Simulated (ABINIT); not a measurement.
# NbSi (Fm-3m) in ABINIT: a series of runs

Runs on NbSi. Level: PBE+D3(BJ). Tasks: relaxation of cell and atoms, single point.

Program: ABINIT 10.8.3 (patched build). These are calculated values, not measurements. Logs are shortened: lines on timing, memory, paths and dates and some standing lists are left out, and cuts for length are marked. The log counts tension as positive stress, the text compression.

## Step 1: The structure

The structure is cubic, space group Fm-3m (No. 225). Conventional cell: a = 5.148 Å, b = 5.148 Å, c = 5.148 Å, α = 90.00°, β = 90.00°, γ = 90.00°. Nb (site symmetry m-3m) is surrounded by 6 Si at 2.57 Å. Around Si (site symmetry m-3m) lie 6 Nb at 2.57 Å.

The cell was built by a generator and needn't be a form met in nature.

## Step 2: Relaxation of cell and atoms, PBE+D3(BJ)

run.abi

```
# Pseudopotentials
pp_dirpath "./"
pseudos "Nb_ONCV_PBE-1.2.upf, Si_ONCV_PBE-1.2.upf"

# Structure
acell 3*1.0
rprim
     0.0000000000     4.8638337913     4.8638337913
     4.8638337913     0.0000000000     4.8638337913
     4.8638337913     4.8638337913     0.0000000000
ntypat 2
znucl 41 14
natom 2
typat 1 2
chkprim 0
chksymtnons 0
tolsym 1.0e-6
xred
            0.0            0.0            0.0
            1/2            1/2            1/2

# Plane-wave basis
ecut 41.0
ecutsm 0.5

# k points
kptopt 1
ngkpt 7 7 7
nshiftk 1
shiftk 0.0 0.0 0.0

# Exchange and correlation
ixc 11
vdw_xc 7

# Bands and occupations
nband 13
occopt 3
tsmear 0.05 eV

# SCF cycle
nstep 80
tolvrs 1.0e-12

# Output
iomode 3
prteig 0
prtebands 0
prtwf 0
prtden 0

# Relaxation
ionmov 2
optcell 2
ntime 50
tolmxf 2.0e-5
dilatmx 1.08
```

Potentials or basis: SG15 NC PBE v1.2.

Command:

```
$ mpirun --bind-to none -np 4 abinit run.abi > log 2>&1
```

run.abo:

```text
.Version 10.8.3 of ABINIT
 Symmetries : space group Fm -3 m (#225); Bravais cF (face-center cubic)
================================================================================
 Values of the parameters that define the memory need of the present run
     intxc =       0    ionmov =       2      iscf =       7    lmnmax =       6
     lnmax =       6     mgfft =      45  mpssoang =       3    mqgrid =    3001
     natom =       2  nloc_mem =       1    nspden =       1   nspinor =       1
    nsppol =       1      nsym =      48    n1xccc =       0    ntypat =       2
    occopt =       3   xclevel =       2
       mpw =        3648          nfft =       91125          nkpt =          20
================================================================================
================================================================================

--------------------------------------------------------------------------------
------------- Echo of variables that govern the present computation ------------
--------------------------------------------------------------------------------
 -outvars: echo values of preprocessed input variables --------
            acell      1.0000000000E+00  1.0000000000E+00  1.0000000000E+00 Bohr
              amu      9.29063800E+01  2.80855000E+01
          chkprim           0
      chksymtnons           0
          dilatmx      1.08000000E+00
             ecut      4.10000000E+01 Hartree
           ecutsm      5.00000000E-01 Hartree
           ionmov           2
              ixc          11
         kptrlatt        7    0    0      0    7    0      0    0    7
          kptrlen      4.81494980E+01
            natom           2
            nband          13
            ngfft          45      45      45
             nkpt          20
            nstep          80
             nsym          48
            ntime          50
           ntypat           2
           occopt           3
          optcell           2
           prtden           0
        prtebands           0
           prteig           0
            prtwf           0
            rprim      0.0000000000E+00  4.8638337913E+00  4.8638337913E+00
                       4.8638337913E+00  0.0000000000E+00  4.8638337913E+00
                       4.8638337913E+00  4.8638337913E+00  0.0000000000E+00
          spgroup         225
           tolmxf      2.00000000E-05
           tolsym      1.00000000E-06
           tolvrs      1.00000000E-12
           tsmear      1.83746611E-03 Hartree
            typat      1  2
           vdw_xc           7
           xangst      0.0000000000E+00  0.0000000000E+00  0.0000000000E+00
                       2.5738299982E+00  2.5738299982E+00  2.5738299982E+00
            xcart      0.0000000000E+00  0.0000000000E+00  0.0000000000E+00
                       4.8638337913E+00  4.8638337913E+00  4.8638337913E+00
             xred      0.0000000000E+00  0.0000000000E+00  0.0000000000E+00
                       5.0000000000E-01  5.0000000000E-01  5.0000000000E-01
            znucl       41.00000   14.00000

================================================================================

 chkinp: Checking input parameters for consistency.

================================================================================
== DATASET  1 ==================================================================

--- !DatasetInfo
iteration_state: {dtset: 1, }
dimensions: {natom: 2, nkpt: 20, mband: 13, nsppol: 1, nspinor: 1, nspden: 1, mpw: 3648, }
cutoff_energies: {ecut:  41.0, pawecutdg:  -1.0, }
electrons: {nelect:   1.70000000E+01, charge:   0.00000000E+00, occopt:   3.00000000E+00, tsmear:   1.83746611E-03, }
meta: {optdriver: 0, ionmov: 2, optcell: 2, iscf: 7, paral_kgb: 0, }
...

 Exchange-correlation functional for the present dataset will be:
  GGA: Perdew-Burke-Ernzerhof functional - ixc=11
  J.P.Perdew, K.Burke, M.Ernzerhof, PRL 77, 3865 (1996)

 Real(R)+Recip(G) space primitive vectors, cartesian coordinates (Bohr,Bohr^-1):
 R(1)=  0.0000000  4.8638338  4.8638338  G(1)= -0.1027996  0.1027996  0.1027996
 R(2)=  4.8638338  0.0000000  4.8638338  G(2)=  0.1027996 -0.1027996  0.1027996
 R(3)=  4.8638338  4.8638338  0.0000000  G(3)=  0.1027996  0.1027996 -0.1027996
 Unit cell volume ucvol=  2.3012626E+02 bohr^3
 Angles (23,13,12)=  6.00000000E+01  6.00000000E+01  6.00000000E+01 degrees

 getcut: wavevector=  0.0000  0.0000  0.0000  ngfft=  45  45  45
         ecut(hartree)=     47.822   => boxcut(ratio)=   2.05484

--- Pseudopotential description ------------------------------------------------
- pspini: atom type   1  psp file is ./Nb_ONCV_PBE-1.2.upf
  41.00000  13.00000  150105                  znucl, zion, pspdat
12 -101130 2 -1 602                           pspcod,pspxc,lmax,lloc,mmax
     nproj     2     2     2

- pspini: atom type   2  psp file is ./Si_ONCV_PBE-1.2.upf
  14.00000   4.00000  150415                  znucl, zion, pspdat
12 -101130 1 -1 602                           pspcod,pspxc,lmax,lloc,mmax
     nproj     2     2     0

   2.46309029E+02                                ecore*ucvol(ha*bohr**3)
--------------------------------------------------------------------------------

================================================================================

=== [ionmov= 2] Broyden-Fletcher-Goldfarb-Shanno method (forces)
================================================================================

--- Iteration: ( 1/50) Internal Cycle: (1/1)
--------------------------------------------------------------------------------

---SELF-CONSISTENT-FIELD CONVERGENCE--------------------------------------------

--- !BeginCycle
iteration_state: {dtset: 1, itime: 1, icycle: 1, }
solver: {iscf: 7, nstep: 80, nline: 4, wfoptalg: 0, }
tolerances: {tolvrs: 1.00E-12, }
...

     iter   Etot(hartree)      deltaE(h)  residm     vres2
 ETOT  1  -61.031057009241    -6.103E+01 9.970E-02 1.276E+02
 ETOT  2  -61.051787823376    -2.073E-02 7.094E-03 1.498E+02
 ETOT  3  -61.068831603386    -1.704E-02 1.432E-03 5.311E-01
 ETOT  4  -61.068886864747    -5.526E-05 3.032E-04 7.631E-03
 ETOT  5  -61.068887670092    -8.053E-07 2.119E-04 6.197E-06
 ETOT  6  -61.068887670451    -3.588E-10 2.099E-04 3.589E-07
 ETOT  7  -61.068887670489    -3.877E-11 1.603E-04 7.846E-10
 ETOT  8  -61.068887670489     3.695E-13 1.643E-04 6.524E-11
 ETOT  9  -61.068887670491    -2.210E-12 1.051E-04 1.087E-12
 ETOT 10  -61.068887670490     1.066E-12 1.003E-04 9.278E-16

 At SCF step   10       vres2   =  9.28E-16 < tolvrs=  1.00E-12 =>converged.

 Cartesian components of stress tensor (hartree/bohr^3)
  sigma(1 1)=  1.64397977E-04  sigma(3 2)=  0.00000000E+00
  sigma(2 2)=  1.64397977E-04  sigma(3 1)=  0.00000000E+00
  sigma(3 3)=  1.64397977E-04  sigma(2 1)=  0.00000000E+00

--- !ResultsGS
iteration_state: {dtset: 1, itime: 1, icycle: 1, }
comment   : Summary of ground state results
lattice_vectors:
- [  0.0000000,   4.8638338,   4.8638338, ]
- [  4.8638338,   0.0000000,   4.8638338, ]
- [  4.8638338,   4.8638338,   0.0000000, ]
lattice_lengths: [   6.87850,    6.87850,    6.87850, ]
lattice_angles: [ 60.000,  60.000,  60.000, ] # degrees, (23, 13, 12)
lattice_volume:   2.3012626E+02
convergence: {deltae:  1.066E-12, res2:  9.278E-16, residm:  1.003E-04, diffor: null, }
etotal    :  -6.10688877E+01
entropy   :   0.00000000E+00
fermie    :   4.56180392E-01
cartesian_stress_tensor: # hartree/bohr^3
- [  1.64397977E-04,   0.00000000E+00,   0.00000000E+00, ]
- [  0.00000000E+00,   1.64397977E-04,   0.00000000E+00, ]
- [  0.00000000E+00,   0.00000000E+00,   1.64397977E-04, ]
pressure_GPa:  -4.8368E+00
xred      :
- [  0.0000E+00,   0.0000E+00,   0.0000E+00, Nb]
- [  5.0000E-01,   5.0000E-01,   5.0000E-01, Si]
cartesian_forces: # hartree/bohr
- [ -0.00000000E+00,  -0.00000000E+00,  -0.00000000E+00, ]
- [ -0.00000000E+00,  -0.00000000E+00,  -0.00000000E+00, ]
[... 299 lines left out ...]
 Cartesian coordinates (xcart) [bohr]
  0.00000000000000E+00  0.00000000000000E+00  0.00000000000000E+00
  4.81218451187614E+00  4.81218451187614E+00  4.81218451187614E+00
 Reduced coordinates (xred)
  0.00000000000000E+00  0.00000000000000E+00  0.00000000000000E+00
  5.00000000000000E-01  5.00000000000000E-01  5.00000000000000E-01
 Cartesian forces (fcart) [Ha/bohr]; max,rms= 0.00000E+00 0.00000E+00 (free atoms)
 -0.00000000000000E+00 -0.00000000000000E+00 -0.00000000000000E+00
 -0.00000000000000E+00 -0.00000000000000E+00 -0.00000000000000E+00
 Gradient of E wrt nuclear positions in reduced coordinates (gred)
  0.00000000000000E+00  0.00000000000000E+00  0.00000000000000E+00
  0.00000000000000E+00  0.00000000000000E+00  0.00000000000000E+00
 Scale of Primitive Cell (acell) [bohr]
  6.80545660133699E+00  6.80545660133699E+00  6.80545660133699E+00
 Real space primitive translations (rprimd) [bohr]
  0.00000000000000E+00  4.81218451187614E+00  4.81218451187614E+00
  4.81218451187614E+00  0.00000000000000E+00  4.81218451187614E+00
  4.81218451187614E+00  4.81218451187614E+00  0.00000000000000E+00
 Unitary Cell Volume (ucvol) [Bohr^3]=  2.22872666254734E+02
 Angles (23,13,12)= [degrees]
  6.00000000000000E+01  6.00000000000000E+01  6.00000000000000E+01
 Lengths [Bohr]
  6.80545660133699E+00  6.80545660133699E+00  6.80545660133699E+00
 Stress tensor in cartesian coordinates (strten) [Ha/bohr^3]
  8.60571667737550E-08  0.00000000000000E+00  0.00000000000000E+00
  0.00000000000000E+00  8.60571667754897E-08  0.00000000000000E+00
  0.00000000000000E+00  0.00000000000000E+00  8.60571667737550E-08
 Total energy (etotal) [Ha]= -6.10695007533260E+01

 Difference of energy with previous step (new-old):
           Absolute (Ha)=-2.50718E-07
           Relative     =-4.10545E-09

 At Broyd/MD step   4, gradients are converged :
  max grad (force/stress) = 8.6057E-06 < tolmxf= 2.0000E-05 ha/bohr (free atoms)

================================================================================

 ----iterations are completed or convergence reached----

 Mean square residual over all n,k,spin=   63.051E-13; max=  16.031E-10
 reduced coordinates (array xred) for    2 atoms
       0.000000000000      0.000000000000      0.000000000000
       0.500000000000      0.500000000000      0.500000000000
 rms dE/dt=  0.0000E+00; max dE/dt=  0.0000E+00; dE/dt below (all hartree)
    1       0.000000000000      0.000000000000      0.000000000000
    2       0.000000000000      0.000000000000      0.000000000000

 cartesian coordinates (angstrom) at end:
    1      0.00000000000000     0.00000000000000     0.00000000000000
    2      2.54649837661766     2.54649837661766     2.54649837661766

 cartesian forces (hartree/bohr) at end:
    1     -0.00000000000000    -0.00000000000000    -0.00000000000000
    2     -0.00000000000000    -0.00000000000000    -0.00000000000000
 frms,max,avg= 0.0000000E+00 0.0000000E+00   0.000E+00  0.000E+00  0.000E+00 h/b

 cartesian forces (eV/Angstrom) at end:
    1     -0.00000000000000    -0.00000000000000    -0.00000000000000
    2     -0.00000000000000    -0.00000000000000    -0.00000000000000
 frms,max,avg= 0.0000000E+00 0.0000000E+00   0.000E+00  0.000E+00  0.000E+00 e/A
 length scales=  6.805456601337  6.805456601337  6.805456601337 bohr
              =  3.601292540774  3.601292540774  3.601292540774 angstroms
 Fermi (or HOMO) energy (hartree) =   0.47393   Average Vxc (hartree)=  -0.42147
 Eigenvalues (hartree) for nkpt=  20  k points:
 kpt#   1, nband= 13, wtk=  0.00292, kpt=  0.0000  0.0000  0.0000 (reduced coord)
  -1.55814   -0.67714   -0.67714   -0.67714    0.07342    0.42256    0.42256    0.42256
   0.44373    0.44373    0.56443    0.56443    0.56443
      occupation numbers for kpt#   1
   2.00000    2.00000    2.00000    2.00000    2.00000    2.00000    2.00000    2.00000
   2.00000    2.00000    0.00000    0.00000    0.00000
 prteigrs : prtvol=0 or 1, do not print more k-points.

--- !EnergyTerms
iteration_state     : {dtset: 1, itime: 4, icycle: 1, }
comment             : Components of total free energy in Hartree
kinetic             :  1.96441620748878E+01
hartree             :  1.03255513554525E+01
xc                  : -8.14094370523219E+00
Ewald energy        : -4.99529736111631E+01
psp_core            :  1.10515584177285E+00
local_psp           : -4.04604906787115E+01
non_local_psp       :  6.45265517192606E+00
VdWaals_dft_d       : -4.20583611518224E-02
internal            : -6.10689419122194E+01
'-kT*entropy'       : -5.58841106524871E-04
total_energy        : -6.10695007533260E+01
total_energy_eV     : -1.66178577284798E+03
band_energy         : -4.31237752725050E+00
...

 Cartesian components of stress tensor (hartree/bohr^3)
  sigma(1 1)=  8.60571668E-08  sigma(3 2)=  0.00000000E+00
  sigma(2 2)=  8.60571668E-08  sigma(3 1)=  0.00000000E+00
  sigma(3 3)=  8.60571668E-08  sigma(2 1)=  0.00000000E+00

-Cartesian components of stress tensor (GPa)         [Pressure= -2.5319E-03 GPa]
- sigma(1 1)=  2.53188926E-03  sigma(3 2)=  0.00000000E+00
- sigma(2 2)=  2.53188926E-03  sigma(3 1)=  0.00000000E+00
- sigma(3 3)=  2.53188926E-03  sigma(2 1)=  0.00000000E+00

== END DATASET(S) ==============================================================
================================================================================

 -outvars: echo values of variables after computation  --------
            acell      6.8054566013E+00  6.8054566013E+00  6.8054566013E+00 Bohr
           etotal     -6.1069500753E+01
            fcart     -0.0000000000E+00 -0.0000000000E+00 -0.0000000000E+00
                      -0.0000000000E+00 -0.0000000000E+00 -0.0000000000E+00
            rprim      0.0000000000E+00  7.0710678119E-01  7.0710678119E-01
                       7.0710678119E-01  0.0000000000E+00  7.0710678119E-01
                       7.0710678119E-01  7.0710678119E-01  0.0000000000E+00
           strten      8.6057166774E-08  8.6057166775E-08  8.6057166774E-08
                       0.0000000000E+00  0.0000000000E+00  0.0000000000E+00
           xangst      0.0000000000E+00  0.0000000000E+00  0.0000000000E+00
                       2.5464983766E+00  2.5464983766E+00  2.5464983766E+00
             xred      0.0000000000E+00  0.0000000000E+00  0.0000000000E+00
                       5.0000000000E-01  5.0000000000E-01  5.0000000000E-01
 Calculation completed.
```

Wall time 26 s (4 MPI ranks of Arm Neoverse V2, shared host); peak memory 0.36 GiB.

Results:

| Item | Value |
| --- | --- |
| Free energy | -1661.7858 eV |
| Relaxed volume | 16.51 Å³/atom |
| Relaxed cell | a = 3.601 Å, b = 3.601 Å, c = 3.601 Å, α = 60.00°, β = 60.00°, γ = 60.00° |
| Space group after relaxing (to 0.05 Å) | Fm-3m (No. 225) |
| Energy gained by relaxing | 8.3 meV/atom |
| Ionic steps | 4 |
| Pressure after relaxing | 0.0 GPa |
| Band gap on the k mesh | none (metal or under the smearing width) |

Step by step:
```csv
step,energy change (eV),largest force (eV/Å),pressure (GPa),volume (Å³)
1,0.0000,0.0000,-4.84,34.10
2,-0.0118,0.0000,-2.67,33.60
3,-0.0167,0.0000,0.10,33.00
4,-0.0167,0.0000,0.00,33.03
```

Final structure:
```yaml
crystal:
  lattice:
    - [0.00000, 2.54650, 2.54650]
    - [2.54650, 0.00000, 2.54650]
    - [2.54650, 2.54650, 0.00000]
  atoms:
    - { symbol: Nb, position: [0.00000, 0.00000, 0.00000] }
    - { symbol: Si, position: [0.50000, 0.50000, 0.50000] }
```

Caveat: pairwise dispersion overbinds metals, which lowers pressure and volume.

## Step 3: Single point, PBE+D3(BJ) (cell relaxed)

run.abi

```
pp_dirpath "./"
pseudos "Nb_ONCV_PBE-1.2.upf, Si_ONCV_PBE-1.2.upf"

acell 3*1.0 Angstrom
rprim
     0.0000000000     2.5464983800     2.5464983800
     2.5464983800     0.0000000000     2.5464983800
     2.5464983800     2.5464983800     0.0000000000
ntypat 2
znucl 41 14
natom 2
typat 1 2
xred
     0.0000000000     0.0000000000     0.0000000000
     0.5000000000     0.5000000000     0.5000000000
chkprim 0
chksymtnons 0
tolsym 1.0e-6

ecut 41.0

kptopt 1
ngkpt 7 7 7
nshiftk 1
shiftk 0.0 0.0 0.0

ixc 11
vdw_xc 7

nband 13
occopt 3
tsmear 0.00183747

nstep 100
tolvrs 1.0e-10

iomode 3
prtwf 0
prtden 0
prteig 0
prtebands 0
```

Potentials or basis: SG15 NC PBE v1.2.

Command:

```
$ mpirun --bind-to none -np 4 abinit run.abi > log 2>&1
```

It took 5 s on 4 MPI ranks of Arm Neoverse V2, shared host; peak memory 0.28 GiB.

It converged, with:

```
Free energy                                           : -1661.7861 eV
Pressure                                              : -0.2 GPa
Band gap on the k mesh                                : none (metal or under the smearing width)
Valence electrons inside the program's atomic spheres : Nb 9.49; Si 1.91
```

Levels at points of the mesh, in eV from the Fermi level:
| k point | band 5 | band 6 | band 7 | band 8 | band 9 | band 10 | band 11 | band 12 | band 13 |
| --- | --- | --- | --- | --- | --- | --- | --- | --- | --- |
| (0.00, 0.00, 0.00) | -10.90 | -1.40 | -1.40 | -1.40 | -0.82 | -0.82 | 2.46 | 2.46 | 2.46 |

Caveat: pairwise dispersion overbinds metals, which lowers pressure and volume.
